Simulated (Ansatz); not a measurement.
**AlFH₄N₂: basis-set convergence**

Aim: see how fast density functionals and correlated methods converge with the basis set for AlFH₄N₂.

Program: Ansatz 0.2.0, Gaussian basis. Level of theory: one geometry, several basis sets. These are calculated values, not measurements.

Plan: PBE0-D4/def2-SVP; ωB97M-V/def2-SVP; PBE0-D4/def2-QZVPP; ωB97M-V/def2-QZVPP; CCSD(T)/cc-pV(D+d)Z; CCSD(T)/cc-pV(T+d)Z; MP2/cc-pV(Q+d)Z; the functionals' def2-TZVPP values are taken from earlier runs.

1 further run of the same task is left out (it didn't finish).

### 1 The geometry

An earlier PBE0-D4 in a triple-zeta def2 set relaxation fixed the geometry.

SMILES `[NH2][Al]([NH2])[F]`, 8 atoms, charge 0, spin multiplicity 1.

Atoms are counted from 1 here; the program's logs count them from 0.

Bond lengths: N1–Al2 1.758 Å, N1–H5 1.006 Å, N1–H6 1.006 Å, Al2–N3 1.758 Å, Al2–F4 1.652 Å, N3–H7 1.006 Å, N3–H8 1.006 Å. Angles: Al2–N1–H5 123.9°, Al2–N1–H6 125.6°, H5–N1–H6 110.5°, N1–Al2–N3 123.8°, N1–Al2–F4 118.1°, N3–Al2–F4 118.1°, Al2–N3–H7 125.6°, Al2–N3–H8 123.9°, H7–N3–H8 110.5°.

### 2 PBE0-D4 in def2-SVP

in.yaml

```yaml
crystal:
  periodic: [false, false, false]
  atoms:
    - {symbol: N, position_ang: [-0.654113, 1.397129, -0.272688]}
    - {symbol: Al, position_ang: [-0.190843, -0.292047, -0.425976]}
    - {symbol: N, position_ang: [0.886554, -1.116582, 0.692410]}
    - {symbol: F, position_ang: [-0.803342, -1.154408, -1.694316]}
    - {symbol: H, position_ang: [-1.270390, 1.870085, -0.912042]}
    - {symbol: H, position_ang: [-0.350080, 2.024759, 0.451867]}
    - {symbol: H, position_ang: [1.322014, -0.703079, 1.499086]}
    - {symbol: H, position_ang: [1.152400, -2.083058, 0.605760]}
basis:
  gaussian: {orbitals: def2-SVP}
hamiltonian: {xc: pbe0, dispersion: d4}
output: {orbitals: {seedname: orbitals}}
```

Command:

```console
ansatz run in.yaml --threads 2 --pin off --events-out ev --progress --plain --max-ram 32768MiB --backend cpu
```

Further steps of the session: ωB97M-V in def2-SVP; PBE0-D4 in def2-QZVPP; ωB97M-V in def2-QZVPP; CCSD(T) in cc-pV(D+d)Z; CCSD(T) in cc-pV(T+d)Z; MP2 in cc-pV(Q+d)Z.

**Question.** What will the summary of the whole plan be? Wanted: MP2 correlation recovered, cc-pV(D+d)Z; MP2 correlation recovered, cc-pV(T+d)Z; MP2 correlation recovered, cc-pV(Q+d)Z; CCSD(T) limit from def2 sets; PBE0-D4: double and triple zeta above quadruple; ωB97M-V: double and triple zeta above quadruple.

The runs gave:

| quantity | value |
| --- | --- |
| MP2 correlation recovered, cc-pV(D+d)Z | 68.6 % |
| MP2 correlation recovered, cc-pV(T+d)Z | 88.0 % |
| MP2 correlation recovered, cc-pV(Q+d)Z | 95.0 % |
| CCSD(T) limit from def2 sets (earlier runs) less the limit of this series | 131 meV |
| PBE0-D4: double and triple zeta above quadruple | 10.29, 0.59 eV |
| ωB97M-V: double and triple zeta above quadruple | 10.44, 0.56 eV |

In words: For PBE0-D4 the step from double to triple zeta gains 9.70 eV and the next only 0.59 eV. Correlation climbs from 69 % (cc-pV(D+d)Z) to 95 % (cc-pV(Q+d)Z) of the limit; Hartree-Fock is 0.187 eV from its own by then. A limit from the def2 sets, made apart, differs by 131 meV, a least measure of the doubt on such a limit. Total energies overstate the basis error of differences, where much of it tends to cancel. The LUMO of ωB97M-V is positive and keeps falling with the basis (1.83 to 1.01 eV): an unbound level that the basis holds in place.
